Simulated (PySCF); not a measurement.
**GeCl: the SCF solver's settings**

The same problem is solved with other solver options, one edit a run.

Computed with PySCF 2.14.0. Level: each script names its method and basis.

3 further runs of the same task are left out: 3 that didn't finish.

## (1) Starting geometry

GeCl: 2 atoms, charge 0, spin multiplicity 2.

Bond lengths: Ge1–Cl2 1.917 Å.

## (2) The base run

Contents of input.py:

```python
from pyscf import gto, scf, mp

mol = gto.M(
    atom='Ge 0 0 0; Cl 0 0 1.917',
    basis='ano-rcc-vdzp',
    charge=0,
    spin=1,
    verbose=3,
)
mf = scf.UHF(mol)
mf = mf.sfx2c1e()
mf.kernel()
mp.MP2(mf, frozen=14).kernel()
mf.dip_moment()
print('orbital energies (hartree):', [e[max(0, n-3):n+3].round(4) for e, n in zip(mf.mo_energy, mol.nelec)])
```

Started as:

```console
$ OMP_NUM_THREADS=1 python input.py
```

Its log is not repeated here.

It gives: E(SCF) = -2558.013593 Eh, E(MP2) − E(SCF) = -0.35700 Eh, ⟨S²⟩ = 0.755, μ = 0.47 D (of the SCF density).

The bond length is a typed value, not an optimised one.

## (3) Second-order solver on

Edit 1 changes second-order solver: off → on.

Contents of input.py:

```python
from pyscf import gto, scf, mp

mol = gto.M(
    atom='Ge 0 0 0; Cl 0 0 1.917',
    basis='ano-rcc-vdzp',
    charge=0,
    spin=1,
    verbose=3,
)
mf = scf.UHF(mol)
mf = mf.sfx2c1e()
mf = mf.newton()
mf.kernel()
mp.MP2(mf, frozen=14).kernel()
mf.dip_moment()
print('orbital energies (hartree):', [e[max(0, n-3):n+3].round(4) for e, n in zip(mf.mo_energy, mol.nelec)])
```

Started as:

```console
$ OMP_NUM_THREADS=1 python input.py
```

## (4) Smearing width 0.05 hartree

Edit 2 changes smearing width: none → 0.05 hartree; step after the SCF: mp2 → none.

Changes to input.py since step 2:

```diff
@@ -1,2 +1,2 @@
-from pyscf import gto, scf, mp
+from pyscf import gto, scf
 
@@ -11,4 +11,4 @@
 mf = mf.sfx2c1e()
+mf = scf.addons.smearing_(mf, sigma=0.05, method='fermi')
 mf.kernel()
-mp.MP2(mf, frozen=14).kernel()
 mf.dip_moment()
```

## (5) Convergence threshold 1e-13 hartree

Edit 3 changes convergence threshold: default → 1e-13 hartree.

Changes to input.py since step 2:

```diff
@@ -11,2 +11,3 @@
 mf = mf.sfx2c1e()
+mf.conv_tol = 1e-13
 mf.kernel()
```

## (6) Convergence threshold 1e-07 hartree

Edit 4 changes convergence threshold: default → 1e-07 hartree.

Changes to input.py since step 2:

```diff
@@ -11,2 +11,3 @@
 mf = mf.sfx2c1e()
+mf.conv_tol = 1e-07
 mf.kernel()
```

## (7) Initial guess atom

Edit 5 changes initial guess: minao → atom.

Changes to input.py since step 2:

```diff
@@ -11,2 +11,3 @@
 mf = mf.sfx2c1e()
+mf.init_guess = 'atom'
 mf.kernel()
```

## (8) Cycle limit 200

Edit 6 changes cycle limit: 50 → 200.

Changes to input.py since step 2:

```diff
@@ -11,2 +11,3 @@
 mf = mf.sfx2c1e()
+mf.max_cycle = 200
 mf.kernel()
```

What does the calculation give? Wanted: for each run, E(SCF); from base; gap, α spin; SCF dipole; after the SCF.

**Answer**, as computed:

```
                                run  E(SCF) (hartree)  from base (eV)  gap, α spin (eV)  SCF dipole (D)                           after the SCF
                               base      -2558.013593               0              7.63            0.47  MP2 correlation -9.714 eV, core frozen
             second-order solver on      -2558.013593          0.0000              7.63            0.47  MP2 correlation -9.714 eV, core frozen
        smearing width 0.05 hartree      -2557.895205  not comparable               n/a            0.29                                     n/a
convergence threshold 1e-13 hartree      -2558.013593          0.0000              7.63            0.47  MP2 correlation -9.714 eV, core frozen
convergence threshold 1e-07 hartree      -2558.013593          0.0000              7.63            0.47  MP2 correlation -9.714 eV, core frozen
                 initial guess atom      -2558.013593          0.0000              7.63            0.47  MP2 correlation -9.714 eV, core frozen
                    cycle limit 200      -2558.013593          0.0000              7.63            0.47  MP2 correlation -9.714 eV, core frozen
```

What this shows: No change of the SCF energy comes from second-order solver on or convergence threshold 1e-13 hartree or convergence threshold 1e-07 hartree or initial guess atom or cycle limit 200.
